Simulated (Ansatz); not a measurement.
# AlBr2HO: a ladder of functionals and wavefunction methods

An exercise on one series of results from a longer session: the logs are not shown, and one member is left open.

Computed with Ansatz 0.2.0, Gaussian basis. Level: functionals in def2-TZVPP, the program's frozen cores in correlated methods.

The runs, in order: LDA (SPW92), PBE-D4, revPBE-D4, BLYP-D4, r2SCAN-D4, B97M-V, PBE0-D4, B3LYP-D4, r2SCANh-D4, r2SCAN0-D4, HSE06-D4, BHLYP-D4, CAM-B3LYP-D4, LC-ωPBE, ωB97X-V, ωB97M-V, B2PLYP, PBE-QIDH; CCSD(T)/def2-SVP; CCSD(T)/def2-TZVPP; MP2/def2-QZVPP; extrapolation to the limit; RPA on PBE.

### The geometry

An earlier PBE0-D4 in a triple-zeta def2 set relaxation fixed the geometry.

5 atoms, charge 0, spin multiplicity 1.

Atoms are counted from 1 here; the program's logs count them from 0.

Bond lengths: O1–Al2 1.678 Å, O1–H5 0.957 Å, Al2–Br3 2.239 Å, Al2–Br4 2.228 Å. Angles: Al2–O1–H5 122.8°, O1–Al2–Br3 121.2°, O1–Al2–Br4 118.4°, Br3–Al2–Br4 120.4°.

Geometry (Å):

```
O    -0.1267    1.3465   -0.0943
Al   -0.1175   -0.3319   -0.0934
Br    1.3962   -1.4840    1.0880
Br   -1.6551   -1.3996   -1.3014
H     0.5031    1.8690    0.4011
```

The first run:

The input, in.yaml:

```yaml
crystal:
  periodic: [false, false, false]
  atoms:
    - {symbol: O, position_ang: [-0.126732, 1.346550, -0.094311]}
    - {symbol: Al, position_ang: [-0.117502, -0.331903, -0.093357]}
    - {symbol: Br, position_ang: [1.396180, -1.484045, 1.088017]}
    - {symbol: Br, position_ang: [-1.655066, -1.399590, -1.301426]}
    - {symbol: H, position_ang: [0.503109, 1.868987, 0.401077]}
basis:
  gaussian: {orbitals: def2-TZVPP}
hamiltonian: {xc: lda}
output: {orbitals: {seedname: orbitals}}
```

Launch:

```sh
ansatz run in.yaml --threads 4 --pin off --events-out ev --progress --plain --max-ram 10444MiB
```

Among the steps run: LDA; PBE-D4 (GGA); revPBE-D4 (GGA); BLYP-D4 (GGA); r2SCAN-D4 (meta-GGA); B97M-V (meta-GGA); B3LYP-D4 (hybrid); r2SCANh-D4 (hybrid); r2SCAN0-D4 (hybrid); HSE06-D4 (hybrid); BHLYP-D4 (hybrid); CAM-B3LYP-D4 (range-separated); LC-ωPBE (range-separated); ωB97X-V (range-separated); ωB97M-V (range-separated); B2PLYP (double hybrid); PBE-QIDH (double hybrid).

One of the session's tables, all rows but one given; the rest of the session is left out.

It belongs to the step «Orbital energies across the functionals». 

```
  functional  HOMO (eV)  gap (eV)
 LDA (SPW92)      -7.51      5.22
      PBE-D4      -7.34      5.34
   revPBE-D4      -7.28      5.43
     BLYP-D4      -7.15      5.22
   r2SCAN-D4      -7.68      6.12
      B97M-V      -7.73      6.06
     PBE0-D4      -8.64      7.48
    B3LYP-D4          ?         ?
  r2SCANh-D4      -8.16      6.86
  r2SCAN0-D4      -8.87      7.96
    HSE06-D4      -8.24      6.71
    BHLYP-D4      -9.75      9.39
CAM-B3LYP-D4      -9.94      9.69
     LC-ωPBE     -11.36     12.37
     ωB97X-V     -10.98     11.81
     ωB97M-V     -10.84     11.37
```

Estimate the missing values for B3LYP-D4.

Worked estimate for «HOMO (eV)». Against the share of exact exchange, BLYP-D4 (0, -7.15), BHLYP-D4 (0.5, -9.75) give a slope of -5.20 per unit share; at 0.2 the line stands at -8.19.

The run gave: HOMO (eV): -8.35; gap (eV): 6.92. In «HOMO (eV)» the line misses by +0.16.
